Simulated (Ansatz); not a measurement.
# C3H10O2Si: the cost of one run

All numbers below are computed with Ansatz 0.2.0 (RHF/6-31G*).

## Step 1: The starting structure

Bond lengths (14 of 15 bonds, heavy atoms first): C1–C2 1.536 Å, C2–C3 1.538 Å, C3–O4 1.335 Å, O4–Si5 1.663 Å, Si5–O6 1.665 Å, C1–H7 1.128 Å, C1–H8 1.029 Å, C1–H9 1.110 Å, C2–H10 1.080 Å, C2–H11 1.082 Å, C3–H12 1.152 Å, C3–H13 1.098 Å, Si5–H14 1.444 Å, Si5–H15 1.481 Å. Angles (14 of 26 angles, heavy atoms first): C1–C2–C3 114.4°, C2–C3–O4 111.2°, C3–O4–Si5 121.7°, O4–Si5–O6 110.6°, C1–C2–H10 108.1°, C1–C2–H11 105.8°, C3–C2–H10 109.0°, C3–C2–H11 110.6°, C2–C1–H7 107.7°, C2–C1–H8 111.9°, C2–C1–H9 112.7°, C2–C3–H12 107.2°, C2–C3–H13 110.3°, O4–C3–H12 108.9°.

Structure file:

```xyz
16

C     0.7029   -1.6527    1.4102
C     0.7280   -1.5200   -0.1200
C     0.6144   -0.0753   -0.6352
O    -0.5513    0.4734   -0.2840
Si   -0.9578    2.0221   -0.7321
O    -2.4867    2.4060   -0.1953
H    -0.2736   -1.2231    1.7765
H     0.7864   -2.6330    1.7124
H     1.4656   -1.0181    1.9083
H    -0.0889   -2.1020   -0.5212
H     1.6617   -1.9648   -0.4386
H     1.4713    0.5268   -0.1543
H     0.7256   -0.0498   -1.7274
H    -0.9148    2.1728   -2.1680
H     0.0130    2.9234   -0.0697
H    -2.9187    1.6917    0.2828
```

## Step 2: Relaxing end A

The input, input.yaml:

```yaml
crystal:
  periodic: [false, false, false]
  atoms:
    - { symbol: C, position_ang: [0.7029, -1.6527, 1.4102] }
    - { symbol: C, position_ang: [0.728, -1.52, -0.12] }
    - { symbol: C, position_ang: [0.6144, -0.0753, -0.6352] }
    - { symbol: O, position_ang: [-0.5513, 0.4734, -0.284] }
    - { symbol: Si, position_ang: [-0.9578, 2.0221, -0.7321] }
    - { symbol: O, position_ang: [-2.4867, 2.406, -0.1953] }
    - { symbol: H, position_ang: [-0.2736, -1.2231, 1.7765] }
    - { symbol: H, position_ang: [0.7864, -2.633, 1.7124] }
    - { symbol: H, position_ang: [1.4656, -1.0181, 1.9083] }
    - { symbol: H, position_ang: [-0.0889, -2.102, -0.5212] }
    - { symbol: H, position_ang: [1.6617, -1.9648, -0.4386] }
    - { symbol: H, position_ang: [1.4713, 0.5268, -0.1543] }
    - { symbol: H, position_ang: [0.7256, -0.0498, -1.7274] }
    - { symbol: H, position_ang: [-0.9148, 2.1728, -2.168] }
    - { symbol: H, position_ang: [0.013, 2.9234, -0.0697] }
    - { symbol: H, position_ang: [-2.9187, 1.6917, 0.2828] }
basis:
  gaussian: { orbitals: "6-31G*" }
hamiltonian:
  xc: hf
relax:
  f_tol: 0.015
  max_steps: 40
```

Launch:

```console
$ ansatz run input.yaml --threads 2 --pin off --max-ram 3072MiB --backend cpu --events-out ev --progress --plain --runs-dir out
```

What time and memory should one allow on 2 threads of Arm Neoverse V1, shared host?

About 16 s, with a peak of 0.26 GiB.
